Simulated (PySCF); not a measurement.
# [Tm(NH3)]3+: other functionals and bases at one geometry

The task here is to estimate one member of a computed series from the others.

The runs use PySCF 2.14.0; several levels, as the steps say, no spin–orbit coupling.

1 further run of the same task is left out (for a known fault of the program).

## Where the work starts

5 atoms, charge 3, spin multiplicity 1.

Bond lengths: Tm1–N2 2.272 Å, N2–H3 1.049 Å, N2–H4 1.049 Å, N2–H5 1.049 Å. Angles: Tm1–N2–H3 116.1°, Tm1–N2–H4 116.1°, Tm1–N2–H5 116.1°, H3–N2–H4 102.1°, H3–N2–H5 102.1°, H4–N2–H5 102.1°.

As a file:

```
Tm    0.0000    0.0000   -0.1128
N     0.0000    0.0000    2.1597
H     0.9421    0.0000    2.6214
H    -0.4711    0.8158    2.6214
H    -0.4710   -0.8159    2.6214
```

Formal oxidation states: Tm +3. Each metal's 12 4f electrons lie in its core potential, so multiplicities, spins and levels count the valence alone. An earlier session relaxed this geometry at PBE0, Tm lcecp-1-SVP with ECP58, N def2-SVP, H def2-SVP (singlet, point group C3v).

At PBE0 on the finer grid: E = -93.926290 Eh, HOMO -28.29 eV, LUMO -20.45 eV, Mulliken charge on Tm1 +2.45 e, largest force component 0.007 eV/Å. 

Levels to run: PBE; HF; PBE0, TZVP. Hardware: 2 threads of Arm Neoverse V1, shared host.

Set-up of the first run:

Input file run.py (the lines that set the calculation):

```python
mol = gto.M(atom='''
Tm     0.00000     0.00000    -0.11284
N      0.00000     0.00000     2.15965
H      0.94208     0.00004     2.62135
H     -0.47107     0.81585     2.62135
H     -0.47101    -0.81588     2.62135''',
    basis={'Tm': 'lcecp-1-SVP', 'N': 'def2-SVP', 'H': 'def2-SVP'},
    ecp={'Tm': 'lcecp-1-SVP'},
    charge=3, spin=0)
mf = dft.RKS(mol, xc='PBE')
mf.grids.atom_grid = (75, 302)  # f atoms: unpruned, at least (60, 302)
mf = mf.density_fit()  # fitting sets: Tm AutoAux, N def2-universal-JKFIT, H def2-universal-JKFIT
mf.conv_tol = 1e-08; mf.max_cycle = 55
mf.kernel(dm0)  # dm0: the density of the relaxed state
```

On the command line:

```console
$ OMP_NUM_THREADS=2 python run.py
```

Among the steps run: PBE; HF; PBE0, TZVP.

One table of the session follows, with a row left open; its other results are not shown here.

| level | HOMO (eV) | gap (eV) | charge on Tm1 (e) | dipole (D) | largest force component (eV/Å) |
| --- | --- | --- | --- | --- | --- |
| PBE0 (relaxed here) | -28.29 | 7.84 | 2.45 | 4.08 | 0.01 |
| PBE | ? | ? | ? | ? | ? |
| HF | -31.65 | 14.47 | 2.58 | 3.27 | 1.26 |
| PBE0, TZVP | -28.19 | 7.79 | 2.55 | 4.15 | 0.31 |

**Question.** Estimate the row for PBE.

As computed: HOMO (eV): -26.91; gap (eV): 5.31; charge on Tm1 (e): 2.40; dipole (D): 4.43; largest force component (eV/Å): 0.38. In the column «HOMO (eV)» it is the highest.

The dipole of a charged species depends on the origin, so these sizes hold for this origin alone.

In one basis the HOMO–LUMO gap runs from 5.31 eV (PBE) to 14.47 eV (HF). The largest leftover force, 1.26 eV/Å with HF, stands at a geometry relaxed at another level. With 4f in the core, its levels are missing from HOMO and gap, and its count is fixed, so no charge can pass from the ligands into it. Total energies of different levels can't be compared.
